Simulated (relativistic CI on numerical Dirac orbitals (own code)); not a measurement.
**Cl³⁺: one ion under different settings**

Aim: see what numerical and physical settings do to the SCF, the total energy and the lowest levels of Cl³⁺.

Method: Dirac-Coulomb-Breit CI, KLI orbitals optimised for each configuration, model QED (radiative potential, 1s self-energy scaled to tabulated hydrogen-like ionisation energies), numerical settings as typed. Code: relativistic CI on numerical Dirac orbitals (own code) version 3.

### Step 1. The atom as given

```
ion            : Cl³⁺ (Cl IV)
nuclear charge : 17
electrons      : 14
isotope        : A = 35
```

### Step 2. Usual settings

Settings, as recorded:

```ini
atom Cl  Z=17  charge=3  electrons=14
nucleus A=35  rms_radius_fm=3.3654
hamiltonian dirac-coulomb  breit=on  qed=on  c_scale=1
orbitals kli  potential=per-configuration
slater_scale 1
correlation none
mixing on
grid step=0.0125 r_max=25.7
scf mixing=0.4 start=green max_iterations=150 tolerance=2e-08 node_fill=0.05
configurations
  [Ne] 3s2 3p2
  [Ne] 3s 3p3
  [Ne] 3s2 3p 3d
end
```

The run is started by

```sh
$ python run_levels.py task.json out
```

task.json lists these runs, among others, and the program works through them in turn.

### Step 3. Potential mixing 0.9

The settings differ from step 2 so:

```diff
@@ -8,3 +8,3 @@
 grid step=0.0125 r_max=25.7
-scf mixing=0.4 start=green max_iterations=150 tolerance=2e-08 node_fill=0.05
+scf mixing=0.9 start=green max_iterations=150 tolerance=2e-08 node_fill=0.05
 configurations
```

### Step 4. QED terms off, node fill 0.2, speed-of-light factor 2

Settings, as recorded:

```ini
atom Cl  Z=17  charge=3  electrons=14
nucleus A=35  rms_radius_fm=3.3654
hamiltonian dirac-coulomb  breit=on  qed=off  c_scale=2
orbitals kli  potential=per-configuration
slater_scale 1
correlation none
mixing on
grid step=0.0125 r_max=25.7
scf mixing=0.4 start=green max_iterations=150 tolerance=2e-08 node_fill=0.2
configurations
  [Ne] 3s2 3p2
  [Ne] 3s 3p3
  [Ne] 3s2 3p 3d
end
```

### Step 5. QED terms off

Settings, as recorded:

```ini
atom Cl  Z=17  charge=3  electrons=14
nucleus A=35  rms_radius_fm=3.3654
hamiltonian dirac-coulomb  breit=on  qed=off  c_scale=1
orbitals kli  potential=per-configuration
slater_scale 1
correlation none
mixing on
grid step=0.0125 r_max=25.7
scf mixing=0.4 start=green max_iterations=150 tolerance=2e-08 node_fill=0.05
configurations
  [Ne] 3s2 3p2
  [Ne] 3s 3p3
  [Ne] 3s2 3p 3d
end
```

### Step 6. Tolerance 1e-05

Settings, as recorded:

```ini
atom Cl  Z=17  charge=3  electrons=14
nucleus A=35  rms_radius_fm=3.3654
hamiltonian dirac-coulomb  breit=on  qed=on  c_scale=1
orbitals kli  potential=per-configuration
slater_scale 1
correlation none
mixing on
grid step=0.0125 r_max=25.7
scf mixing=0.4 start=green max_iterations=150 tolerance=1e-05 node_fill=0.05
configurations
  [Ne] 3s2 3p2
  [Ne] 3s 3p3
  [Ne] 3s2 3p 3d
end
```

### Step 7. Tolerance 1e-14

The settings differ from step 6 so:

```diff
@@ -8,3 +8,3 @@
 grid step=0.0125 r_max=25.7
-scf mixing=0.4 start=green max_iterations=150 tolerance=1e-05 node_fill=0.05
+scf mixing=0.4 start=green max_iterations=91 tolerance=1e-14 node_fill=0.05
 configurations
```

(Steps that only read results are left out.)

**Question.** What will these runs give? Wanted: lowest level, usual settings; total energy; first excitation.

As calculated:

| setting | total energy less usual (Ha) | largest shift of a level among the lowest eight of both runs, same label and place (cm⁻¹) | SCF iterations | time | lowest level | kind of change |
| --- | --- | --- | --- | --- | --- | --- |
| usual | 0 | 0 | 30 | 0.1 s | 3p2 3P0 | - |
| potential mixing 0.9 | 0 | 0 | 23 | 0.095 s | 3p2 3P0 | numerical |
| QED terms off, node fill 0.2, speed-of-light factor 2 | 0.948 | 1590 | 30 | 0.072 s | 3p2 3P0 | unphysical constant |
| QED terms off | -0.0713 | 72.7 | 30 | 0.073 s | 3p2 3P0 | model term |
| tolerance 1e-05 | 0 | 0.00753 | 24 | 0.096 s | 3p2 3P0 | numerical |
| tolerance 1e-14 | 0 | 0 | 55 | 0.12 s | 3p2 3P0 | extreme, harmless here |

| quantity | value |
| --- | --- |
| lowest level, usual settings | 3p2 3P0 |
| total energy | -458.0660 Ha |
| first excitation | 491.3 cm⁻¹ |

**Reading.** Among the runs whose levels can be followed, they move most under «QED terms off, node fill 0.2, speed-of-light factor 2» (unphysical constant), by up to 1590 cm⁻¹. No visible change in the result comes from «potential mixing 0.9» or «tolerance 1e-05» or «tolerance 1e-14». «Tolerance 1e-14» costs 55 SCF iterations against 30. Only the listed configurations are in the model. In a near-neutral ion this small CI can misplace whole configurations by 10,000 cm⁻¹ or more.
